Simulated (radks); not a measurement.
**Ta⁴⁺ in [Kr] 4d10 4f14 5s2 5p5.75 5d1 6s0.25: an all-electron calculation**

Aim: the levels, the sizes of the orbitals and the parts of the energy of the tantalum ion Ta4+.

The numbers are computed with radks (a radial shooting solver on a logarithmic mesh, Libxc functionals) version 1 (scalar-relativistic Kohn-Sham, SCAN, spin-unpolarised, spherical densities, finite nucleus), except any that are marked as measured or tabulated.

### Step 1. The atom as given

| Item | Value |
| --- | --- |
| element | tantalum (Z = 73) |
| charge | +4 |
| electrons | 69 |
| configuration | [Kr] 4d10 4f14 5s2 5p5.75 5d1 6s0.25 |
| nuclear rms radius | 5.3507 fm |

### Step 2. The calculation

Settings of this run:

```text
Z 73
configuration [Kr] 4d10 4f14 5s2 5p5.75 5d1 6s0.25 6p0 7s0
relativity scalar-relativistic
functional scan,scan
spin unpolarised
nucleus finite rms 5.3507 fm
c 137.035999084
```

Q: Predict the outcome of this run.

The runs gave:

```
                        quantity                value
                    total energy  -15601.1895 hartree
exchange-correlation share of it               2.02 %
                            −T/E               1.0985
          highest occupied level       6s, -36.891 eV
    most extended occupied level  6s, <r> = 2.50 bohr
 radius at density 0.001 e/bohr³            3.26 bohr
    maxima of the radial density                    4
```

6 principal shells are occupied and 4 maxima appear in the radial density; where shells overlap, one shows as a shoulder or not at all. Relativity lifts −T/E to 1.098. This is not the tabulated ground configuration, so its levels and sizes aren't those of the ground state, and no measured value stands beside it.
